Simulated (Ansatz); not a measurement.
# Mg2ZrH6: a trial structure relaxed

Aim: relax a trial structure of Mg2ZrH6 and see where it ends.

Method: DFT PBE, scalar-relativistic, plane waves, PAW, in Ansatz 0.2.0.

### 1 The system as given

Symmetry: Fm-3m, No. 225, cubic system. The conventional cell has a = 8.614 Å, b = 8.614 Å, c = 8.614 Å, α = 90.00°, β = 90.00°, γ = 90.00°. Mg (site symmetry -43m) is surrounded by 6 H at 2.15 Å. Zr (site symmetry m-3m) has 12 H at 3.05 Å as nearest neighbours. H (site symmetry mmm) is surrounded by 2 Mg at 2.15 Å and 2 Zr at 3.05 Å.

Structure file:

```cif
data_structure
_symmetry_space_group_name_H-M 'P 1'
_symmetry_Int_Tables_number 1
_cell_length_a 6.0910
_cell_length_b 6.0910
_cell_length_c 6.0910
_cell_angle_alpha 60.000
_cell_angle_beta 60.000
_cell_angle_gamma 60.000
_cell_volume 159.79
loop_
_atom_site_label
_atom_site_type_symbol
_atom_site_fract_x
_atom_site_fract_y
_atom_site_fract_z
_atom_site_occupancy
Mg1 Mg 0.75000 0.75000 0.75000 1
Mg2 Mg 0.25000 0.25000 0.25000 1
Zr1 Zr 0.00000 0.00000 0.00000 1
H1 H 0.50000 0.00000 0.00000 1
H2 H 0.00000 0.50000 0.50000 1
H3 H 0.00000 0.50000 0.00000 1
H4 H 0.50000 0.00000 0.50000 1
H5 H 0.00000 0.00000 0.50000 1
H6 H 0.50000 0.50000 0.00000 1
```

A structure generator made this guess: ordered vacancies on the A sites of perovskite (Fm-3m, No. 225). Lengths come from tabulated atomic sizes and are only a guess.

### 2 The guess as it stands, on a coarse mesh

input.yaml

```yaml
crystal:
  lattice:
    - [0.0, 4.30701013, 4.30701013]
    - [4.30701013, 0.0, 4.30701013]
    - [4.30701013, 4.30701013, 0.0]
  atoms:
    - { symbol: Mg, position: [0.75, 0.75, 0.75] }
    - { symbol: Mg, position: [0.25, 0.25, 0.25] }
    - { symbol: Zr, position: [0.0, 0.0, 0.0] }
    - { symbol: H, position: [0.5, 0.0, 0.0] }
    - { symbol: H, position: [0.0, 0.5, 0.5] }
    - { symbol: H, position: [0.0, 0.5, 0.0] }
    - { symbol: H, position: [0.5, 0.0, 0.5] }
    - { symbol: H, position: [0.0, 0.0, 0.5] }
    - { symbol: H, position: [0.5, 0.5, 0.0] }
basis:
  ecutwfc: 420
kpoints:
  mp_grid: { grid: [4, 4, 4] }
hamiltonian:
  xc: pbe
scf:
  occupations: { method: gaussian, width: 0.1 }
  lower_state_search: "off"
output:
  forces: true
  stress: true
  eigenvalues: true
```

The run is started by

```
$ ansatz run input.yaml --threads 1 --pin off --max-ram 2048MiB --backend cpu --events-out ev --progress --plain --runs-dir out
```

Further runs follow: rough relaxation on the coarse mesh; spin check on a coarse mesh; relaxation on the finer mesh.

Q: Predict the outcome of this session. Wanted: conventional cell; volume; energy over the elements; gap on the mesh; total moment.

**Answer**, as computed:

```
                                                              quantity                                                                      value
                                symmetry at the end (tolerance 0.05 Å)                                                space group Fm-3m (No. 225)
                                                     conventional cell  a = 7.346 Å, b = 7.346 Å, c = 7.346 Å, α = 90.00°, β = 90.00°, γ = 90.00°
                                                                volume                                                              11.01 Å³/atom
energy over the elements (uncorrected; H, N, O, F and Cl as molecules)                                                              +0.12 eV/atom
                                                       gap on the mesh                                                               none (metal)
                                                          total moment                                                               2.00 μB/cell
```

What this shows: The space group Fm-3m (No. 225) is kept, and the volume per atom shrinks by 38.0 % from the first guess. The formation energy is positive, so the separate elements lie lower. No finished test with a distortion of lower symmetry is shown, so the end may be a saddle point. Other magnetic orders were not searched.
